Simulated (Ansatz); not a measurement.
# CH7AlO2Si: up Jacob's ladder to CCSD(T)

Aim: compute CH7AlO2Si with functionals from several rungs and with coupled cluster. The yardstick is the atomisation energy at the CCSD(T) limit.

Computed with Ansatz 0.2.0, Gaussian basis. Level: functionals in def2-TZVPP, the program's frozen cores in correlated methods.

The runs, in order: PBE-D4, r2SCAN-D4, PBE0-D4, B3LYP-D4, ωB97X-V, ωB97M-V, B2PLYP; CCSD(T)/def2-TZVPP; MP2/def2-QZVPP; extrapolation to the limit.

## 1. The geometry

The geometry comes from an earlier relaxation with PBE0-D4 in a triple-zeta def2 set; it is a stationary point, not always the lowest conformer.

SMILES `[CH3][AlH][O][SiH2]O`, 12 atoms, charge 0, spin multiplicity 1.

Atoms are counted from 1 here; the program's logs count them from 0.

Bond lengths: C1–Al2 1.941 Å, C1–H6 1.092 Å, C1–H7 1.096 Å, C1–H8 1.094 Å, Al2–O3 1.689 Å, Al2–H9 1.584 Å, O3–Si4 1.616 Å, Si4–O5 1.643 Å, Si4–H10 1.480 Å, Si4–H11 1.488 Å, O5–H12 0.958 Å. Angles: Al2–C1–H6 112.4°, Al2–C1–H7 110.5°, Al2–C1–H8 111.3°, H6–C1–H7 107.6°, H6–C1–H8 108.4°, H7–C1–H8 106.4°, C1–Al2–O3 119.7°, C1–Al2–H9 123.8°, O3–Al2–H9 116.5°, Al2–O3–Si4 171.9°, O3–Si4–O5 112.7°, O3–Si4–H10 110.3°, O3–Si4–H11 107.8°, O5–Si4–H10 104.5°, O5–Si4–H11 110.1°, H10–Si4–H11 111.5°, Si4–O5–H12 117.7°.

## 2. PBE-D4 (GGA)

in.yaml

```yaml
crystal:
  periodic: [false, false, false]
  atoms:
    - {symbol: C, position_ang: [-2.508813, -0.005073, -0.729921]}
    - {symbol: Al, position_ang: [-0.641760, 0.460845, -0.983161]}
    - {symbol: O, position_ang: [0.477785, 0.124876, 0.235615]}
    - {symbol: Si, position_ang: [1.676805, -0.290519, 1.236437]}
    - {symbol: O, position_ang: [3.070567, -0.647440, 0.443245]}
    - {symbol: H, position_ang: [-2.657039, -0.690637, 0.107526]}
    - {symbol: H, position_ang: [-3.104445, 0.892964, -0.531338]}
    - {symbol: H, position_ang: [-2.930522, -0.463484, -1.629597]}
    - {symbol: H, position_ang: [-0.081583, 1.182440, -2.276849]}
    - {symbol: H, position_ang: [1.333169, -1.535818, 1.959567]}
    - {symbol: H, position_ang: [1.898513, 0.842573, 2.174636]}
    - {symbol: H, position_ang: [3.544422, 0.074173, 0.028039]}
basis:
  gaussian: {orbitals: def2-TZVPP}
hamiltonian: {xc: pbe, dispersion: d4}
output: {forces: true, orbitals: {seedname: orbitals}}
```

Command:

```sh
$ ansatz run in.yaml --threads 4 --pin off --events-out ev --progress --plain --max-ram 10444MiB
```

After this run come: r2SCAN-D4 (meta-GGA); PBE0-D4 (hybrid); B3LYP-D4 (hybrid); ωB97X-V (range-separated); ωB97M-V (range-separated); B2PLYP (double hybrid); CCSD(T) in def2-TZVPP; MP2 in def2-QZVPP.

Before running them: what should the planned runs give, taken together? Wanted: atomisation energy, CCSD(T)/CBS; farthest; mean size of error, hybrid; mean size of error, range-separated; gap, smallest and largest; T1 diagnostic; triples share of the correlation energy.

As calculated:

```
                               quantity                                 value
        atomisation energy, CCSD(T)/CBS                       1056.2 kcal/mol
functionals within 5.3 kcal/mol (0.5 %)           r2SCAN-D4, ωB97X-V, ωB97M-V
                               farthest              PBE0-D4 (-19.1 kcal/mol)
             mean size of error, hybrid                         13.9 kcal/mol
    mean size of error, range-separated                          2.5 kcal/mol
              gap, smallest and largest  5.21 eV (PBE-D4), 11.58 eV (ωB97X-V)
                          T1 diagnostic                                0.0115
triples share of the correlation energy                                 3.3 %
```

In words: PBE-D4 misses by -5.5 kcal/mol. Double hybrids carry the basis error of their MP2 part in triple zeta, and no dispersion term here, so their miss is partly the set-up's. Misses under about 5.3 kcal/mol are within the doubt on the reference itself, which lacks core-valence correlation, relativity and higher excitations. Hartree-Fock recovers 74 % of the binding; the rest is correlation. Orbital gaps span 5.2 to 11.6 eV; exact exchange widens them.
